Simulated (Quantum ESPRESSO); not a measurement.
# PbI2Cl2 (P-3m1) in Quantum ESPRESSO: projected density of states with PW86PBE+D3

Aim: the projected density of states of PbI2Cl2 with PW86PBE+D3.

All numbers are computed with Quantum ESPRESSO 7.5; they aren't measurements. Logs are shortened: lines on timing, memory, paths and dates and some standing lists are left out, and cuts for length are marked.

**1. Starting point**

It takes space group P-3m1 (No. 164, trigonal). The conventional cell has a = 5.238 Å, b = 5.238 Å, c = 7.167 Å, α = 90.00°, β = 90.00°, γ = 120.00°. Pb (site symmetry -3m) is surrounded by 6 I at 3.46 Å. Around I (site symmetry 3m) lie 1 Cl at 1.38 Å. Cl (site symmetry 3m) has 1 I at 1.38 Å as nearest neighbours.

The cell was built by a generator and needn't be a form met in nature.

**2. Projected density of states, PW86PBE+D3**

File pw.in:

```
&CONTROL
  calculation = 'scf'
  prefix = 'pwscf'
  outdir = './tmp'
  pseudo_dir = './pseudo'
  tprnfor = .true.
  tstress = .true.
  disk_io = 'low'
/
&SYSTEM
  ibrav = 0
  nat = 5
  ntyp = 3
  ecutwfc = 45
  ecutrho = 360
  nbnd = 30
  input_dft = 'pw86pbe'
  occupations = 'smearing'
  smearing = 'mv'
  degauss = 0.01469973
  vdw_corr = 'grimme-d3'
  dftd3_version = 3
/
&ELECTRONS
  conv_thr = 1d-09
  electron_maxstep = 120
  mixing_beta = 0.5
/
ATOMIC_SPECIES
Pb   207.2000 pb_lda_v1.uspp.F.UPF
I    126.9045 i_lda_v1.uspp.F.UPF
Cl    35.4500 cl_lda_v1.4.uspp.F.UPF
CELL_PARAMETERS angstrom
   5.2379605500    0.0000000000    0.0000000000
  -2.6189802700    4.5362069000    0.0000000000
   0.0000000000    0.0000000000    7.1673469100
ATOMIC_POSITIONS crystal
Pb     0.0000000000    0.0000000000    0.0000000000
I      0.3333333300    0.6666666700    0.7663000200
I      0.6666666700    0.3333333300    0.2336999800
Cl     0.3333333300    0.6666666700    0.5744000100
Cl     0.6666666700    0.3333333300    0.4255999900
K_POINTS automatic
6 6 4 0 0 0
```

File pp_density.in:

```
&INPUTPP
  prefix = 'pwscf'
  outdir = './tmp'
  filplot = 'density.dat'
  plot_num = 0
/
&PLOT
  nfile = 1
  filepp(1) = 'density.dat'
  iflag = 3
  output_format = 6
  fileout = 'density.cube'
/
```

File pp_potential.in:

```
&INPUTPP
  prefix = 'pwscf'
  outdir = './tmp'
  filplot = 'potential.dat'
  plot_num = 11
/
&PLOT
  nfile = 1
  filepp(1) = 'potential.dat'
  iflag = 3
  output_format = 6
  fileout = 'potential.cube'
/
```

File nscf.in:

```
&CONTROL
  calculation = 'nscf'
  prefix = 'pwscf'
  outdir = './tmp'
  pseudo_dir = './pseudo'
  disk_io = 'low'
/
&SYSTEM
  ibrav = 0
  nat = 5
  ntyp = 3
  ecutwfc = 45
  ecutrho = 360
  nbnd = 30
  input_dft = 'pw86pbe'
  occupations = 'tetrahedra_opt'
  vdw_corr = 'grimme-d3'
  dftd3_version = 3
/
&ELECTRONS
  conv_thr = 1d-08
  electron_maxstep = 120
  mixing_beta = 0.5
/
ATOMIC_SPECIES
Pb   207.2000 pb_lda_v1.uspp.F.UPF
I    126.9045 i_lda_v1.uspp.F.UPF
Cl    35.4500 cl_lda_v1.4.uspp.F.UPF
CELL_PARAMETERS angstrom
   5.2379605500    0.0000000000    0.0000000000
  -2.6189802700    4.5362069000    0.0000000000
   0.0000000000    0.0000000000    7.1673469100
ATOMIC_POSITIONS crystal
Pb     0.0000000000    0.0000000000    0.0000000000
I      0.3333333300    0.6666666700    0.7663000200
I      0.6666666700    0.3333333300    0.2336999800
Cl     0.3333333300    0.6666666700    0.5744000100
Cl     0.6666666700    0.3333333300    0.4255999900
K_POINTS automatic
9 9 6 0 0 0
```

File projwfc.in:

```
&PROJWFC
  prefix = 'pwscf'
  outdir = './tmp'
  filpdos = 'p'
  Emin = -8
  Emax = 17
  DeltaE = 0.05
/
```

Potentials or basis: GBRV 1.5 LDA.

Run with:

```
OMP_NUM_THREADS=1 pw.x -in pw.in > pw.out
OMP_NUM_THREADS=1 pp.x -in pp_density.in > pp_density.out
OMP_NUM_THREADS=1 pp.x -in pp_potential.in > pp_potential.out
OMP_NUM_THREADS=1 pw.x -in nscf.in > nscf.out
OMP_NUM_THREADS=1 projwfc.x -in projwfc.in > projwfc.out
```

pw.out:

```text
This program is part of the open-source Quantum ESPRESSO suite
     for quantum simulation of materials; please cite
         "P. Giannozzi et al., J. Phys.:Condens. Matter 21 395502 (2009);
         "P. Giannozzi et al., J. Phys.:Condens. Matter 29 465901 (2017);
         "P. Giannozzi et al., J. Chem. Phys. 152 154105 (2020);
     in publications or presentations arising from this work. More details at

     IMPORTANT: XC functional enforced from input :
     Exchange-correlation= PW86PBE
                           (   1   4  21   4   0   0   0)
     Any further DFT definition will be discarded
     Please, verify this is what you really want

     Message from routine setup:
     using ibrav=0 with symmetry is DISCOURAGED, use correct ibrav instead

     G-vector sticks info
     --------------------
     sticks:   dense  smooth     PW     G-vecs:    dense   smooth      PW
     Sum        2419    1213    349               132519    46917    7195

     Using Slab Decomposition

     bravais-lattice index     =            0
     lattice parameter (alat)  =       9.8983  a.u.
     unit-cell volume          =    1149.2383 (a.u.)^3
     number of atoms/cell      =            5
     number of atomic types    =            3
     number of electrons       =        42.00
     number of Kohn-Sham states=           30
     kinetic-energy cutoff     =      45.0000  Ry
     charge density cutoff     =     360.0000  Ry
     scf convergence threshold =      1.0E-09
     mixing beta               =       0.5000
     number of iterations used =            8  plain     mixing
     Exchange-correlation= PW86PBE
                           (   1   4  21   4   0   0   0)

     celldm(1)=   9.898311  celldm(2)=   0.000000  celldm(3)=   0.000000
     celldm(4)=   0.000000  celldm(5)=   0.000000  celldm(6)=   0.000000

     crystal axes: (cart. coord. in units of alat)
               a(1) = (   1.000000   0.000000   0.000000 )
               a(2) = (  -0.500000   0.866025   0.000000 )
               a(3) = (   0.000000   0.000000   1.368347 )

     reciprocal axes: (cart. coord. in units 2 pi/alat)
               b(1) = (  1.000000  0.577350 -0.000000 )
               b(2) = (  0.000000  1.154701  0.000000 )
               b(3) = (  0.000000 -0.000000  0.730809 )

     PseudoPot. # 1 for Pb read from file:
     pb_lda_v1.uspp.F.UPF
     Pseudo is Ultrasoft + core correction, Zval = 14.0
     Generated by new atomic code, or converted to UPF format
     Using radial grid of  899 points,  6 beta functions with:
                l(1) =   0
                l(2) =   0
                l(3) =   1
                l(4) =   1
                l(5) =   2
                l(6) =   2
     Q(r) pseudized with  6 coefficients,  rinner =    1.000   1.000   1.000
                                                       1.000   1.000

     PseudoPot. # 2 for I  read from file:
[... 104 lines left out ...]

     starting charge      41.9980, renormalised to      42.0000

     negative rho (up, down):  3.462E-02 0.000E+00
     Starting wfcs are   25 randomized atomic wfcs +    5 random wfcs

     Self-consistent Calculation

     iteration #  1     ecut=    45.00 Ry     beta= 0.50
     Davidson diagonalization with overlap
     ethr =  1.00E-02,  avg # of iterations =  7.2

     negative rho (up, down):  3.912E-02 0.000E+00
[... 28 lines left out ...]
     total energy              =    -356.65928029 Ry
     estimated scf accuracy    <       0.00254632 Ry

     iteration #  5     ecut=    45.00 Ry     beta= 0.50
     Davidson diagonalization with overlap
     c_bands:  1 eigenvalues not converged
     ethr =  6.06E-06,  avg # of iterations =  8.0

     negative rho (up, down):  3.953E-02 0.000E+00

     total energy              =    -356.66033222 Ry
     estimated scf accuracy    <       0.00022033 Ry
[... 46 lines left out ...]
     iteration # 11     ecut=    45.00 Ry     beta= 0.50
     Davidson diagonalization with overlap
     ethr =  2.77E-12,  avg # of iterations =  4.5

     negative rho (up, down):  3.947E-02 0.000E+00

     End of self-consistent calculation

          k = 0.0000 0.0000 0.0000 (  5885 PWs)   bands (ev):

   -19.8351 -19.6732 -10.5416 -10.5416 -10.3594 -10.3594 -10.3009  -6.9616
    -6.3664  -5.6112  -5.6112  -5.1062  -5.1062  -2.9881  -0.9450   0.1400
     4.1883   4.1883   4.4019   4.4019   6.1499   7.0590   7.0590   7.4754
     9.4333   9.4333  10.4346  10.4346  10.4355  11.5454
[... 52 lines left out ...]
   -19.7978 -19.7062 -10.5443 -10.5369 -10.3633 -10.3607 -10.2971  -6.7879
    -6.6685  -5.6739  -5.4832  -5.1688  -5.0682  -2.3020  -1.3562  -0.6004
     3.7232   3.7456   4.4559   4.6651   6.3339   7.3680   8.2887   8.3506
     9.7411   9.9913  10.0128  10.4174  10.8457  11.6212

          k = 0.0000-0.5774 0.0000 (  5872 PWs)   bands (ev):

   -19.7781 -19.7245 -10.5449 -10.5353 -10.3649 -10.3609 -10.2960  -6.7908
    -6.6200  -5.7170  -5.5412  -5.1938  -5.0266  -1.9106  -1.6045  -0.8571
     3.4459   3.5571   4.5345   4.7718   7.0902   8.1464   8.1546   8.4610
     9.4751   9.6049  10.1546  10.4698  11.0800  11.2494

          k = 0.0000-0.5774 0.1827 (  5840 PWs)   bands (ev):

   -19.7780 -19.7247 -10.5451 -10.5353 -10.3647 -10.3610 -10.2960  -6.7866
    -6.6550  -5.7052  -5.5014  -5.1845  -5.0419  -2.0062  -1.5132  -0.8621
     3.5446   3.5585   4.6206   4.6447   6.7326   7.6838   8.3239   8.4922
     9.6427  10.2136  10.2766  10.5155  11.0924  11.1882

          k = 0.0000-0.5774-0.3654 (  5860 PWs)   bands (ev):

   -19.7778 -19.7248 -10.5452 -10.5353 -10.3644 -10.3611 -10.2959  -6.7731
    -6.6987  -5.6928  -5.4566  -5.1814  -5.0578  -2.0711  -1.4543  -0.8651
     3.5602   3.6750   4.4414   4.7848   6.3750   7.5403   8.1944   8.5116
    10.0197  10.2798  10.7145  10.9411  11.0279  11.1470
[... 73 lines left out ...]
   -19.7983 -19.7057 -10.5443 -10.5369 -10.3635 -10.3606 -10.2972  -6.8277
    -6.6009  -5.6797  -5.5120  -5.1690  -5.0610  -2.3987  -1.1625  -0.6995
     3.7268   3.7388   4.5092   4.5936   6.4665   7.6548   7.9450   8.3821
     9.3416   9.8909  10.0194  10.4988  11.1453  11.6490

          k =-0.1667 0.4811-0.1827 (  5850 PWs)   bands (ev):

   -19.7780 -19.7246 -10.5434 -10.5370 -10.3641 -10.3616 -10.2960  -6.7836
    -6.6557  -5.7540  -5.4180  -5.2044  -5.0579  -2.0816  -1.2696  -1.0502
     3.5099   3.8189   4.2441   4.7584   6.9496   7.7568   8.0650   8.6250
     9.4120   9.9967  10.2757  10.5372  10.9644  11.3426

     the Fermi energy is     7.2437 ev

!    total energy              =    -356.66038879 Ry
     estimated scf accuracy    <          7.9E-11 Ry
     smearing contrib. (-TS)   =      -0.00052295 Ry
     internal energy E=F+TS    =    -356.65986584 Ry

     The total energy is F=E-TS. E is the sum of the following terms:
     one-electron contribution =     -96.29186027 Ry
     hartree contribution      =      68.50812236 Ry
     xc contribution           =    -181.69207607 Ry
     ewald contribution        =    -147.10482689 Ry
     DFT-D3 Dispersion         =      -0.07922496 Ry

     convergence has been achieved in  11 iterations

     negative rho (up, down):  3.947E-02 0.000E+00

     Forces acting on atoms (cartesian axes, Ry/au):

     atom    1 type  1   force =    -0.00000000    0.00000000    0.00000000
     atom    2 type  2   force =     0.00000000    0.00000000    5.79731338
     atom    3 type  2   force =    -0.00000000   -0.00000000   -5.79731338
     atom    4 type  3   force =     0.00000000    0.00000000   -5.79052672
     atom    5 type  3   force =    -0.00000000    0.00000000    5.79052672

     Total force =    11.587842     Total SCF correction =     0.000007

     Computing stress (Cartesian axis) and pressure

     negative rho (up, down):  3.947E-02 0.000E+00
          total   stress  (Ry/bohr**3)                   (kbar)     P=     1292.23
   0.00015029  -0.00000000   0.00000000           22.11       -0.00        0.00
  -0.00000000   0.00015029   0.00000000           -0.00       22.11        0.00
   0.00000000   0.00000000   0.02605261            0.00        0.00     3832.47

=------------------------------------------------------------------------------=
   JOB DONE.
=------------------------------------------------------------------------------=
```

pp_potential.out:

```text
This program is part of the open-source Quantum ESPRESSO suite
     for quantum simulation of materials; please cite
         "P. Giannozzi et al., J. Phys.:Condens. Matter 21 395502 (2009);
         "P. Giannozzi et al., J. Phys.:Condens. Matter 29 465901 (2017);
         "P. Giannozzi et al., J. Chem. Phys. 152 154105 (2020);
     in publications or presentations arising from this work. More details at

     IMPORTANT: XC functional enforced from input :
     Exchange-correlation= PW86PBE
                           (   1   4  21   4   0   0   0)
     Any further DFT definition will be discarded
     Please, verify this is what you really want

     G-vector sticks info
     --------------------
     sticks:   dense  smooth     PW     G-vecs:    dense   smooth      PW
     Sum        2419    1213    349               132519    46917    7195

     Using Slab Decomposition

     Check: negative core charge=   -0.000001

     negative rho (up, down):  3.947E-02 0.000E+00

     Calling punch_plot, plot_num =  11
     Writing data to file  potential.dat
     Reading data from file  potential.dat

     Writing data to be plotted to file potential.cube
     Plot Type: 3D                     Output format: Gaussian cube

=------------------------------------------------------------------------------=
   JOB DONE.
=------------------------------------------------------------------------------=
```

Wall time 8.2 min (1 thread of Intel Xeon Platinum 8488C (Sapphire Rapids), shared host); peak memory 0.58 GiB.

What came out:

```yaml
Free_energy: -4852.6118 eV
Pressure: 129.2 GPa
Largest_force: 149.055 eV/Å
Band_gap_on_the_k_mesh: none (metal or under the smearing width)
```

Forces on the atoms (eV/Å):
```
Pb     0.000    0.000    0.000
I      0.000    0.000  149.055
I      0.000    0.000 -149.055
Cl     0.000    0.000 -148.880
Cl     0.000    0.000  148.880
```

States per cell in windows of 1 eV (zero at the Fermi level; states under -8 eV left out):
```
from (eV)  total  Pb#1 p wfc3  I#2 p wfc2  I#3 p wfc2  Cl#4 p wfc2  Cl#5 p wfc2  Pb#1 s wfc2
     -8.0   0.92         0.03        0.07        0.07         0.07         0.07         0.40
     -7.0   0.00         0.00        0.00        0.00         0.00         0.00         0.00
     -6.0   0.00         0.00        0.00        0.00         0.00         0.00         0.00
     -5.0   0.00         0.00        0.00        0.00         0.00         0.00         0.00
     -4.0   4.08         0.83        1.06        1.06         0.51         0.51         0.01
     -3.0   3.75         0.15        1.15        1.15         0.52         0.52         0.12
     -2.0   0.19         0.13        0.01        0.01         0.00         0.00         0.00
     -1.0   1.77         1.17        0.09        0.09         0.03         0.03         0.00
      0.0   4.13         2.23        0.25        0.25         0.12         0.12         0.00
      1.0   2.80         0.44        0.21        0.21         0.05         0.05         0.00
      2.0   4.96         0.23        0.16        0.16         0.03         0.03         0.00
      3.0   4.61         0.19        0.18        0.18         0.04         0.04         0.00
```

Caveat: the potentials were made for another functional, which shifts forces and pressure; a pressure of tens of GPa on the cell as given is suspect, and the run, the potentials or the cell itself is likely at fault; pairwise dispersion overbinds metals, which lowers pressure and volume. The run has no spin-orbit coupling, so splittings on I, Pb are missing.
